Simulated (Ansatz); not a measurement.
**C3H8Si2: how energies converge with the basis set**

Aim: see how fast density functionals converge with the basis set for C3H8Si2.

The runs use Ansatz 0.2.0, Gaussian basis; one geometry, several basis sets.

The runs, in order: PBE0-D4/def2-SVP; ωB97M-V/def2-SVP; PBE0-D4/def2-QZVPP; ωB97M-V/def2-QZVPP; the functionals' def2-TZVPP values are taken from earlier runs.

### Step 1. The geometry

An earlier PBE0-D4 in a triple-zeta def2 set relaxation fixed the geometry.

SMILES `[SiH3]C=C=C[SiH3]`, 13 atoms, charge 0, spin multiplicity 1.

Atoms are counted from 1 here; the program's logs count them from 0.

Bond lengths: Si1–C2 1.860 Å, Si1–H6 1.488 Å, Si1–H7 1.488 Å, Si1–H8 1.484 Å, C2–C3 1.302 Å, C2–H9 1.089 Å, C3–C4 1.302 Å, C4–Si5 1.859 Å, C4–H10 1.089 Å, Si5–H11 1.484 Å, Si5–H12 1.488 Å, Si5–H13 1.488 Å. Angles: C2–Si1–H6 110.5°, C2–Si1–H7 110.3°, C2–Si1–H8 108.9°, H6–Si1–H7 107.8°, H6–Si1–H8 109.7°, H7–Si1–H8 109.7°, Si1–C2–C3 121.0°, Si1–C2–H9 120.2°, C3–C2–H9 118.7°, C2–C3–C4 177.2°, C3–C4–Si5 121.1°, C3–C4–H10 118.7°, Si5–C4–H10 120.2°, C4–Si5–H11 108.9°, C4–Si5–H12 110.5°, C4–Si5–H13 110.3°, H11–Si5–H12 109.7°, H11–Si5–H13 109.7° and more.

Geometry (Å):

```
Si   -1.3915   -1.4537    1.5381
C     0.1508   -0.4201    1.4357
C     0.7095   -0.1605    0.2891
C     1.2107    0.1119   -0.8808
Si    0.6625    1.6116   -1.8336
H    -1.1490   -2.6707    2.3586
H    -2.4874   -0.6817    2.1830
H    -1.7969   -1.8479    0.1665
H     0.6041   -0.0202    2.3411
H     1.9622   -0.5571   -1.2966
H    -0.3722    2.3278   -1.0477
H     1.8154    2.5170   -2.0873
H     0.1023    1.2087   -3.1514
```

### Step 2. PBE0-D4 in def2-SVP

File in.yaml:

```yaml
crystal:
  periodic: [false, false, false]
  atoms:
    - {symbol: Si, position_ang: [-1.391523, -1.453697, 1.538148]}
    - {symbol: C, position_ang: [0.150849, -0.420088, 1.435664]}
    - {symbol: C, position_ang: [0.709526, -0.160519, 0.289108]}
    - {symbol: C, position_ang: [1.210700, 0.111905, -0.880816]}
    - {symbol: Si, position_ang: [0.662529, 1.611648, -1.833571]}
    - {symbol: H, position_ang: [-1.148978, -2.670709, 2.358610]}
    - {symbol: H, position_ang: [-2.487434, -0.681748, 2.183047]}
    - {symbol: H, position_ang: [-1.796908, -1.847923, 0.166501]}
    - {symbol: H, position_ang: [0.604117, -0.020202, 2.341107]}
    - {symbol: H, position_ang: [1.962160, -0.557133, -1.296610]}
    - {symbol: H, position_ang: [-0.372208, 2.327813, -1.047687]}
    - {symbol: H, position_ang: [1.815364, 2.517008, -2.087309]}
    - {symbol: H, position_ang: [0.102306, 1.208744, -3.151391]}
basis:
  gaussian: {orbitals: def2-SVP}
hamiltonian: {xc: pbe0, dispersion: d4}
output: {orbitals: {seedname: orbitals}}
```

After this run come: ωB97M-V in def2-SVP; PBE0-D4 in def2-QZVPP; ωB97M-V in def2-QZVPP.

Before running them: what should the planned runs give, taken together? Wanted: PBE0-D4: double and triple zeta above quadruple; ωB97M-V: double and triple zeta above quadruple.

As calculated:

```
                                       quantity          value
PBE0-D4: double and triple zeta above quadruple  9.75, 0.71 eV
ωB97M-V: double and triple zeta above quadruple  9.94, 0.65 eV
```

In words: For PBE0-D4 the step from double to triple zeta gains 9.04 eV and the next only 0.71 eV. These are total energies; as a rule much of such shifts cancels in differences, which this series doesn't test.
